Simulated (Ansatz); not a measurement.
# Rh: the cost of one run

Method: DFT PBEsol, scalar-relativistic, plane waves, PAW, in Ansatz 0.2.0.

**1. Starting point**

Symmetry: Fm-3m, No. 225, cubic system. The conventional cell has a = 3.803 Å, b = 3.803 Å, c = 3.803 Å, α = 90.00°, β = 90.00°, γ = 90.00°. Around Rh (site symmetry m-3m) lie 12 Rh at 2.69 Å.

Structure file:

```
Rh
1.0
     0.00000    1.90155    1.90155
     1.90155    0.00000    1.90155
     1.90155    1.90155    0.00000
Rh
1
Direct
  0.00000 0.00000 0.00000
```

No relaxation comes first: the listed cell is the starting point.

**2. Zero of energy**

Reference values: F = -6338.7492 eV; pressure -5.11 GPa; largest force 0.000 eV/Å; gap on the mesh none (metal). It was computed beforehand with the settings of the runs below.

**3. The scan: a trigonal deformation path**

At fixed volume and fractional coordinates, lengths along (0.577, 0.577, 0.577) are scaled against those across it; ρ is that ratio over its starting value.

**4. Point ρ = 0.500**

input.yaml reads:

```yaml
crystal:
  lattice:
    - [-0.7986009575, 1.597201915, 1.597201915]
    - [1.597201915, -0.7986009575, 1.597201915]
    - [1.597201915, 1.597201915, -0.7986009575]
  atoms:
    - { symbol: Rh, position: [0.0, 0.0, 0.0] }
basis:
  ecutwfc: 420
kpoints:
  mp_grid: { grid: [24, 24, 24] }
hamiltonian:
  xc: pbesol
scf:
  occupations: { method: gaussian, width: 0.15 }
output:
  forces: true
  stress: true
  eigenvalues: true
```

Launch:

```bash
$ ansatz run input.yaml --threads 1 --pin off --max-ram 2560MiB --backend cpu --events-out ev --progress --plain --runs-dir out
```

Q: Estimate wall time and peak memory on 1 thread of Intel Xeon at 2.50GHz (Skylake/Cascade Lake), shared host.

About 11 s, with a peak of 0.38 GiB.
